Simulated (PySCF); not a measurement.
**WO2Br2: geometry, NMR shifts and electronic excitations**

What NMR shifts and electronic excitations should WO2Br2 (`[O]=[W](=[O])([Br])[Br]`) show?

The runs use PySCF 2.14.0, with density-fitted response routines of our own; the level of theory stands in each step. All values are computed, except where a source is named. Atoms count from 0, in the outputs and in this text.

**1. Starting geometry**

5 atoms, charge 0, multiplicity 1; geometry from: GFN2-xTB.

Bonds of the start (Å): W0–O1 1.67, W0–O2 1.67, W0–Br3 2.38, W0–Br4 2.38.

**2. Relaxing the molecule at PBE0-D3(BJ)/def2-SVP**

Job settings and geometry (Å):

```
{"job": {"xc": "PBE0", "basis": "def2-SVP", "d3": "d3bj", "grid": 1, "maxiter": 40, "kind": "geom"}, "charge": 0, "multiplicity": 1}
W      0.173720    -0.001010     0.123110
O      0.061560    -0.012480     1.784730
O      1.695320     0.006990    -0.554840
Br    -0.968150     1.933200    -0.660030
Br    -0.962450    -1.926700    -0.692970
```

**Question.** This job is followed by: GIAO PBE0/pcSseg-1 W:def2-TZVP NMR shielding, non-relativistic, gas phase; TDDFT CAM-B3LYP/def2-SVPD, vertical, gas phase, core orbitals frozen in the response; GIAO KT2/pcSseg-1 W:def2-TZVP NMR shielding, non-relativistic, gas phase. Predict these results of the whole session: point group; rotational constants (main isotopes); 17O shifts against H2O (PBE0/def2-TZVP+pcSseg-1, means over atoms taken as alike); 79Br shifts against HBr (PBE0/def2-TZVP+pcSseg-1, means over atoms taken as alike); lowest singlet (CAM-B3LYP/def2-SVPD); brightest single state of those computed; lowest triplet; vertical ionisation energy (ΔSCF); vertical electron affinity (ΔSCF); range of the shift of O1.

**Answer**, as computed:

```
                                                                          quantity                        value
                                                                       point group                          C2v
                                              rotational constants (main isotopes)         1.80, 0.72, 0.58 GHz
 17O shifts against H2O (PBE0/def2-TZVP+pcSseg-1, means over atoms taken as alike)                    968.3 ppm
79Br shifts against HBr (PBE0/def2-TZVP+pcSseg-1, means over atoms taken as alike)                      639 ppm
                                              lowest singlet (CAM-B3LYP/def2-SVPD)  4.60 eV (269 nm), f = 0.000
                                          brightest single state of those computed  state 3, 4.85 eV, f = 0.047
                                                                    lowest triplet                      4.30 eV
                                                 vertical ionisation energy (ΔSCF)                     11.62 eV
                                                 vertical electron affinity (ΔSCF)                      2.01 eV
                                                          range of the shift of O1           881.4 to 968.3 ppm
```

**Reading.** Relaxing lowered the energy by 0.287 eV in 16 steps; the close pair that moved most is W0–Br3, from 2.379 to 2.413 Å. No frequency check was run at this level, so the end point may be a saddle. At PBE0/def2-TZVP+pcSseg-1: The largest span, 1330 ppm, is at Br3, Br4, where the paramagnetic term is -1179 ppm. The lowest singlet, at 4.60 eV, is HOMO−1→LUMO 0.99 and is dark; of the 10 states computed, the strongest absorption comes from state 3 at 4.85 eV. The lowest triplet lies 0.30 eV below the lowest singlet (triplets in Tamm-Dancoff, singlets in full TDDFT). Spin-orbit coupling, left out, mixes singlets and triplets in elements this heavy. ΔSCF puts the ionisation energy at 11.62 eV, 0.91 eV above −ε(HOMO). Across the 2 runs the shift of O1 (with its like atoms) moves most, between 881.4 (KT2/def2-TZVP+pcSseg-1) and 968.3 ppm (PBE0/def2-TZVP+pcSseg-1). Spin-orbit coupling is left out, which matters for shieldings and couplings at and beside the heavy atoms.
